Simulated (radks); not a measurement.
# Nuclear size and the levels of Cr⁺

An exercise on one series of results from a longer session: the logs are not shown, and one member is left open.

The numbers are computed with radks (a radial shooting solver on a logarithmic mesh, Libxc functionals) version 1 (Dirac Kohn-Sham, exchange-only LDA, spin-unpolarised, spherical densities, finite nucleus; open shells are shared between the two j in proportion to 2j + 1), except any that are marked as measured or tabulated.

## What is computed

* element: chromium (Z = 24)
* charge: +1
* electrons: 23
* configuration: [Ar] 3d5
* nuclear rms radius: 3.6452 fm

The outer shells:

Cr⁺
```
[Ar] core
3d [↑ ][↑ ][↑ ][↑ ][↑ ]
```

Set-up of the first run:

Input:

```text
Z 24
configuration [Ar] 3d5 4s0 4p0
relativity Dirac
functional lda,
spin unpolarised
j_filling average
nucleus finite rms 3.6452 fm
c 137.035999084
```

Run with:

```console
> python run_ks.py task.json out
```

The same process makes all the runs of this session.

Among the steps run: rms radius 3.6452 fm.

One of the session's tables, all rows but one given; the rest of the session is left out.

It belongs to the step «rms radius 3.6452 fm». Sizes of the orbitals, from the radial functions (bohr):

```
level     <r>  outermost maximum (interpolated)  90 % within  nodes
3s1/2       ?                                 ?            ?      ?
3p1/2  0.9633                             0.793         1.49      1
3p3/2  0.9727                             0.801         1.51      1
4s1/2   3.088                              2.59         4.63      3
3d3/2   1.434                             0.837         2.59      0
3d5/2   1.442                             0.840         2.61      0
4p1/2   3.978                              3.28         6.05      2
4p3/2   4.009                              3.31         6.10      2
```

Q: Estimate the row for 3s1/2 from the others.

The run gave: <r>: 0.9051; outermost maximum (interpolated): 0.778; 90 % within: 1.36; nodes: 2. In the column «<r>» it is the lowest.
